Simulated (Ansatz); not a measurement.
**One shape, several levels: doublet C2H7BO+**

We compute a comparison of 6 runs (UHF/3-21G, UB2PLYP/cc-pVDZ, UB3LYP/cc-pVDZ, UBLYP/cc-pVDZ, UPBE/cc-pVDZ, UPBE0/cc-pVDZ) of doublet C2H7BO+. 

The calculation is run with Ansatz 0.2.0.

62 further runs of the same task are left out: 62 set aside as unsound or not needed. Runs told in other sessions of the task aren't counted.

## (1) Starting point

The species is C2H7BO+ (11 atoms), meant as a doublet with charge +1. As SMILES of the parent species, `CBOC`. The shape is that of a PBE0-D4/def2-TZVP optimisation. This is one conformer, not always the lowest. That shape belongs to the parent species and isn't relaxed for this state.

Bond lengths: C1–B2 1.560 Å, B2–O3 1.348 Å, O3–C4 1.411 Å, C1–H5 1.091 Å, C1–H6 1.096 Å, C1–H7 1.096 Å, B2–H8 1.208 Å, C4–H9 1.092 Å, C4–H10 1.094 Å, C4–H11 1.092 Å. Some angles: C1–B2–O3 119.6°, B2–O3–C4 122.3°, C1–B2–H8 122.0°, O3–B2–H8 118.4°, B2–C1–H5 113.4°, B2–C1–H6 110.3°, B2–C1–H7 110.1°, O3–C4–H9 109.0°, O3–C4–H10 111.4°, O3–C4–H11 109.1°.

## (2) The energy at UHF/3-21G (run 1)

job.yaml

```yaml
crystal:
  periodic: [false, false, false]
  atoms:
    - {symbol: C, position_ang: [-1.306200, 1.341700, -0.364700]}
    - {symbol: B, position_ang: [-0.434700, 0.206700, 0.257100]}
    - {symbol: O, position_ang: [0.626600, -0.267100, -0.425200]}
    - {symbol: C, position_ang: [1.454400, -1.289700, 0.083900]}
    - {symbol: H, position_ang: [-0.966000, 1.657000, -1.352600]}
    - {symbol: H, position_ang: [-2.351400, 1.021300, -0.437600]}
    - {symbol: H, position_ang: [-1.315700, 2.214600, 0.297900]}
    - {symbol: H, position_ang: [-0.678700, -0.268200, 1.340800]}
    - {symbol: H, position_ang: [1.446400, -2.133000, -0.610100]}
    - {symbol: H, position_ang: [1.113800, -1.626100, 1.067400]}
    - {symbol: H, position_ang: [2.476800, -0.914200, 0.163700]}
basis:
  gaussian: {orbitals: 3-21G.json}
total_charge: 1
magnetization: {spin_polarized: true, initial_magnetization: 1}
hamiltonian: {xc: hf}
accuracy: high
output: {orbitals: {seedname: orbitals}}
```

The basis set 3-21G is read from a file made from the Basis Set Exchange's data (not shown).

Run with:

```console
$ ansatz run job.yaml --threads 1 --pin off --max-ram 3480MiB --events-out events.jsonl --progress --plain --runs-dir runs
```

Output:

```text
Warning: RAYON_NUM_THREADS=1 ignored (pool sized by the plan → 1); use --threads N
Functional definition: HF
  name "HF"
  exchange = exact_x
  correlation = 0
1185 factors; integrals over basis functions are off by at most 8.8e-9 eV
mean field evaluation 1: about -4839.8121 eV, gradient 3.0e1 eV
mean field evaluation 2: about -4840.1207 eV, gradient 3.0e1 eV
mean field evaluation 4: about -4844.1020 eV, gradient 3.1e0 eV
mean field evaluation 8: about -4844.2128 eV, gradient 3.9e-1 eV
mean field evaluation 16: about -4844.6038 eV, gradient 1.7e-1 eV
mean field evaluation 32: about -4844.6149 eV, gradient 4.7e-3 eV
mean field evaluation 64: about -4844.5761 eV, gradient 1.3e-1 eV
mean field evaluation 96: about -4844.5826 eV, gradient 1.2e-1 eV
mean field evaluation 128: about -4841.5517 eV, gradient 1.1e1 eV
mean field evaluation 160: about -4844.5694 eV, gradient 5.9e-1 eV
mean field -4844.61489658 eV, -178.0363136515 hartree, gradient 2.8e-8 eV, S^2 0.766251; 2 other end points of the search recorded, 0 dependent functions left out
reference -4844.61489658 eV, -178.0363136515 hartree; 16, 15 occupied and 34, 35 virtual orbitals, 1185 factors
Total energy: -4844.61489658 eV, -178.0363136515 hartree
```

Run time: 2.6 s. Hardware: 1 thread of Arm Neoverse V2, shared host; peak memory 0.15 GiB.

## (3) The energy at UB2PLYP/cc-pVDZ (run 2)

molecule.yaml

```yaml
crystal:
  periodic: [false, false, false]
  atoms:
    - {symbol: C, position_ang: [-1.306200, 1.341700, -0.364700]}
    - {symbol: B, position_ang: [-0.434700, 0.206700, 0.257100]}
    - {symbol: O, position_ang: [0.626600, -0.267100, -0.425200]}
    - {symbol: C, position_ang: [1.454400, -1.289700, 0.083900]}
    - {symbol: H, position_ang: [-0.966000, 1.657000, -1.352600]}
    - {symbol: H, position_ang: [-2.351400, 1.021300, -0.437600]}
    - {symbol: H, position_ang: [-1.315700, 2.214600, 0.297900]}
    - {symbol: H, position_ang: [-0.678700, -0.268200, 1.340800]}
    - {symbol: H, position_ang: [1.446400, -2.133000, -0.610100]}
    - {symbol: H, position_ang: [1.113800, -1.626100, 1.067400]}
    - {symbol: H, position_ang: [2.476800, -0.914200, 0.163700]}
basis:
  gaussian:
    orbitals: cc-pVDZ
total_charge: 1
magnetization:
  spin_polarized: true
  initial_magnetization: 1
hamiltonian:
  xc: {name: B2PLYP}
correlation:
  frozen_orbitals: {B: 1, C: 1, H: 0, O: 1}
accuracy: high
output: {orbitals: {seedname: orbitals}}
```

Run with:

```console
$ ansatz run molecule.yaml --threads 1 --pin off --max-ram 3480MiB --events-out events.jsonl --progress --plain --runs-dir runs
```

Output, cut to the lines that bear on the results:

```text
Warning: RAYON_NUM_THREADS=1 ignored (pool sized by the plan → 1); use --threads N
Functional definition: B2PLYP
  name "B2PLYP"
[...]
2199 factors; integrals over basis functions are off by at most 4.8e-9 eV
[...]
mean field -4891.81160720 eV, -179.7707607755 hartree, gradient 7.0e-8 eV, S^2 0.762188; 5 other end points of the search recorded, 0 dependent functions left out
4 core orbitals not correlated: weight in the atoms' cores, before any rotation towards them, 1.000 or more for the frozen orbitals, at most 0.000 for the correlated occupied ones
reference -4891.81163317 eV, -179.7707617300 hartree; 12, 11 occupied and 75, 76 virtual orbitals, 2199 factors
second order -18.60464713 eV of doubles, -0.00000000 eV of singles
Total energy: -4896.83488790 eV, -179.9553629363 hartree
```

Run time: 37 s. Hardware: 1 thread of Arm Neoverse V2, shared host; peak memory 0.4 GiB.

Runs 3 to 5 aren't shown in full; the table further down has their settings and results.

## (4) The energy at UPBE0/cc-pVDZ (run 6)

run.yaml

```yaml
crystal:
  periodic: [false, false, false]
  atoms:
    - symbol: C
      position_ang: [-1.306200, 1.341700, -0.364700]
    - symbol: B
      position_ang: [-0.434700, 0.206700, 0.257100]
    - symbol: O
      position_ang: [0.626600, -0.267100, -0.425200]
    - symbol: C
      position_ang: [1.454400, -1.289700, 0.083900]
    - symbol: H
      position_ang: [-0.966000, 1.657000, -1.352600]
    - symbol: H
      position_ang: [-2.351400, 1.021300, -0.437600]
    - symbol: H
      position_ang: [-1.315700, 2.214600, 0.297900]
    - symbol: H
      position_ang: [-0.678700, -0.268200, 1.340800]
    - symbol: H
      position_ang: [1.446400, -2.133000, -0.610100]
    - symbol: H
      position_ang: [1.113800, -1.626100, 1.067400]
    - symbol: H
      position_ang: [2.476800, -0.914200, 0.163700]
basis:
  gaussian: {orbitals: cc-pVDZ}
accuracy: high
hamiltonian: {xc: pbe0}
output: {orbitals: {seedname: orbitals}}
total_charge: 1
magnetization: {spin_polarized: true, initial_magnetization: 1}
```

Run with:

```console
$ ansatz run run.yaml --threads 1 --pin off --max-ram 3480MiB --events-out events.jsonl --progress --plain --runs-dir runs
```

Output:

```text
Warning: RAYON_NUM_THREADS=1 ignored (pool sized by the plan → 1); use --threads N
Functional definition: PBE0
  name "PBE0"
  parameter a = 0.25
  parameter kappa = 0.804
  parameter beta = 0.06672455060314922
  exchange = (1 - a)*pbe_x(kappa = kappa, mu = beta*pi^2/3) + a*exact_x
  correlation = pbe_c(beta = beta)
2199 factors; integrals over basis functions are off by at most 4.8e-9 eV
mean field evaluation 1: about -4884.0170 eV, gradient 5.2e1 eV
mean field evaluation 2: about -4855.7954 eV, gradient 9.5e1 eV
mean field evaluation 4: about -4895.8790 eV, gradient 6.1e0 eV
mean field evaluation 8: about -4896.3099 eV, gradient 7.6e-1 eV
mean field evaluation 16: about -4896.3138 eV, gradient 1.2e-3 eV
mean field evaluation 32: about -4896.3138 eV, gradient 1.3e-6 eV
mean field -4896.31383833 eV, -179.9362147181 hartree, gradient 4.0e-8 eV, S^2 0.755549; 2 other end points of the search recorded, 0 dependent functions left out
reference -4896.31384100 eV, -179.9362148161 hartree; 16, 15 occupied and 75, 76 virtual orbitals, 2199 factors
Total energy: -4896.31384100 eV, -179.9362148161 hartree
```

Wall time 24 s (1 thread of Arm Neoverse V2, shared host); peak memory 0.4 GiB.

## (5) The series

| run | level | frozen core orbitals | energy (Eh) | HOMO energy (eV) | LUMO energy (eV) | ⟨S²⟩ | wall time |
| --- | --- | --- | --- | --- | --- | --- | --- |
| 1 | UHF/3-21G | – | -178.036314 | -18.67 | -8.05 | 0.766 | 2.6 s |
| 2 | UB2PLYP/cc-pVDZ | 4 | -179.955363 | -16.72 | -11.63 | 0.762 | 37 s |
| 3 | UB3LYP/cc-pVDZ | – | -180.162199 | -15.10 | -13.12 | 0.755 | 23 s |
| 4 | UBLYP/cc-pVDZ | – | -180.082258 | -13.73 | -13.50 | 0.752 | 18 s |
| 5 | UPBE/cc-pVDZ | – | -179.921258 | -13.83 | -13.61 | 0.752 | 18 s |
| 6 | UPBE0/cc-pVDZ | – | -179.936215 | -15.33 | -12.90 | 0.756 | 24 s |

## (6) Outcome

| quantity | value |
| --- | --- |
| run 6: total energy | -179.93621 Eh |
| run 6: HOMO energy (highest over α and β) | -15.33 eV |
| run 6: LUMO energy (lowest over α and β) | -12.90 eV |
| run 6: ⟨S²⟩ | 0.756 |

Totals of different functionals can't be ranked against each other. All runs together took 2.1 min, the longest 37 s.
